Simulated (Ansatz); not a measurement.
Crystal: NbTe.

```
Te Nb
1.0
     3.70297    0.00000    0.00000
    -1.85149    3.20687    0.00000
     0.00000    0.00000    3.69421
Te Nb
1 1
Direct
  0.66667 0.33333 0.00000
  0.00000 0.00000 0.50000
```

The cell comes from a database or a generator and needn't be the stable form of this composition.

Base run:

```yaml
Program: Ansatz 0.2.0
Functional: PBEsol
Potentials_or_basis: Ansatz PAW
Cutoff: "420 eV (not typed: the program's choice for these potentials)"
k_mesh: 8 × 8 × 7
Occupations: fermi-dirac, width 0.05 eV
Spin: no spin polarisation
Hubbard_terms: Nb d U = 8 eV
```

Its results: band gap on the k mesh none (metal or under the smearing width); pressure 8.4 GPa.

Q: The run is repeated on the same cell with these changes: hubbard terms from Nb d U = 8 eV to Nb d U = 5 eV. What comes out?

A: Band gap on the k mesh none (metal or under the smearing width); pressure -4.0 GPa.

Caveats: U without spin polarisation on a metal has little footing; the PAW data sets come from PBE, with cores solved anew for the run's functional, which leaves a small shift of forces and pressure; the U is typed as a test and isn't derived for this compound.
